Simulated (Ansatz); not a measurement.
# C₆H₁₃ClSi: one species, many methods

One table from this session's results is given with a row withheld; the runs are named, their logs left out.

Computed with Ansatz 0.2.0, Gaussian basis. Level: functionals in def2-TZVPP, the program's frozen cores in correlated methods.

The runs, in order: LDA (SPW92), PBE-D4, revPBE-D4, BLYP-D4, r2SCAN-D4, B97M-V, PBE0-D4, B3LYP-D4, r2SCANh-D4, r2SCAN0-D4, HSE06-D4, BHLYP-D4, CAM-B3LYP-D4, LC-ωPBE, ωB97X-V, ωB97M-V, B2PLYP, PBE-QIDH; CCSD(T)/def2-SVP; CCSD(T)/def2-TZVPP; MP2/def2-QZVPP; extrapolation to the limit; RPA on PBE.

### Structure used throughout

An earlier PBE0-D4 in a triple-zeta def2 set relaxation fixed the geometry.

SMILES `C=C[Si](Cl)(CC)CC`, 21 atoms, charge 0, spin multiplicity 1.

Atoms are counted from 1 here; the program's logs count them from 0.

Bond lengths: C1–C2 1.330 Å, C1–H9 1.087 Å, C1–H10 1.086 Å, C2–Si3 1.858 Å, C2–H11 1.090 Å, Si3–Cl4 2.079 Å, Si3–C5 1.869 Å, Si3–C7 1.870 Å, C5–C6 1.526 Å, C5–H12 1.095 Å, C5–H13 1.097 Å, C6–H14 1.093 Å, C6–H15 1.092 Å, C6–H16 1.093 Å, C7–C8 1.527 Å, C7–H17 1.095 Å, C7–H18 1.095 Å, C8–H19 1.093 Å and more. Angles: C2–C1–H9 122.3°, C2–C1–H10 122.0°, H9–C1–H10 115.8°, C1–C2–Si3 123.9°, C1–C2–H11 118.0°, Si3–C2–H11 118.1°, C2–Si3–Cl4 107.2°, C2–Si3–C5 111.5°, C2–Si3–C7 110.7°, Cl4–Si3–C5 108.0°, Cl4–Si3–C7 106.8°, C5–Si3–C7 112.3°, Si3–C5–C6 113.9°, Si3–C5–H12 108.0°, Si3–C5–H13 107.8°, C6–C5–H12 110.5°, C6–C5–H13 110.2°, H12–C5–H13 106.2° and more.

The first run:

File in.yaml:

```yaml
crystal:
  periodic: [false, false, false]
  atoms:
    - {symbol: C, position_ang: [2.146586, 0.336769, -1.855823]}
    - {symbol: C, position_ang: [1.676567, -0.716030, -1.192188]}
    - {symbol: Si, position_ang: [-0.006522, -0.781286, -0.408820]}
    - {symbol: Cl, position_ang: [-0.957448, -2.481880, -1.134536]}
    - {symbol: C, position_ang: [-1.038116, 0.704204, -0.879638]}
    - {symbol: C, position_ang: [-2.434549, 0.705857, -0.264243]}
    - {symbol: C, position_ang: [0.132906, -0.989172, 1.444117]}
    - {symbol: C, position_ang: [0.744241, 0.225585, 2.138033]}
    - {symbol: H, position_ang: [3.142883, 0.351496, -2.289210]}
    - {symbol: H, position_ang: [1.554104, 1.235432, -2.002836]}
    - {symbol: H, position_ang: [2.324204, -1.586242, -1.088725]}
    - {symbol: H, position_ang: [-1.101330, 0.739007, -1.972270]}
    - {symbol: H, position_ang: [-0.489144, 1.603963, -0.576646]}
    - {symbol: H, position_ang: [-3.008497, 1.580651, -0.579065]}
    - {symbol: H, position_ang: [-2.996982, -0.183200, -0.558241]}
    - {symbol: H, position_ang: [-2.391973, 0.719365, 0.827992]}
    - {symbol: H, position_ang: [-0.864372, -1.203562, 1.842324]}
    - {symbol: H, position_ang: [0.731221, -1.886073, 1.636927]}
    - {symbol: H, position_ang: [0.125116, 1.116942, 2.005317]}
    - {symbol: H, position_ang: [1.736107, 0.457314, 1.741081]}
    - {symbol: H, position_ang: [0.850401, 0.061560, 3.213153]}
basis:
  gaussian: {orbitals: def2-TZVPP}
hamiltonian: {xc: lda}
output: {orbitals: {seedname: orbitals}}
```

Among the steps run: LDA; PBE-D4 (GGA); revPBE-D4 (GGA); BLYP-D4 (GGA); r2SCAN-D4 (meta-GGA); B97M-V (meta-GGA); PBE0-D4 (hybrid); B3LYP-D4 (hybrid); r2SCANh-D4 (hybrid); r2SCAN0-D4 (hybrid); HSE06-D4 (hybrid); BHLYP-D4 (hybrid); CAM-B3LYP-D4 (range-separated); LC-ωPBE (range-separated); ωB97X-V (range-separated); ωB97M-V (range-separated); B2PLYP (double hybrid); PBE-QIDH (double hybrid).

One table of the session follows, with a row left open; its other results are not shown here.

It belongs to the step «Frontier levels by functional». 

```
  functional  HOMO (eV)  gap (eV)
 LDA (SPW92)      -6.73      4.91
      PBE-D4      -6.61      5.05
   revPBE-D4      -6.56      5.09
     BLYP-D4      -6.50      5.09
   r2SCAN-D4      -6.88      5.51
      B97M-V      -6.95      5.63
     PBE0-D4      -7.85      7.28
    B3LYP-D4      -7.64      6.86
  r2SCANh-D4      -7.34      6.33
  r2SCAN0-D4      -8.02      7.55
    HSE06-D4      -7.45      6.49
    BHLYP-D4      -8.92      9.46
CAM-B3LYP-D4          ?         ?
     LC-ωPBE     -10.55     12.29
     ωB97X-V     -10.20     11.84
     ωB97M-V     -10.07     11.56
```

**Question.** Estimate the row for CAM-B3LYP-D4.

As computed: HOMO (eV): -9.20; gap (eV): 9.79. In the column «HOMO (eV)» it lies between ωB97M-V (-10.07) and BHLYP-D4 (-8.92).
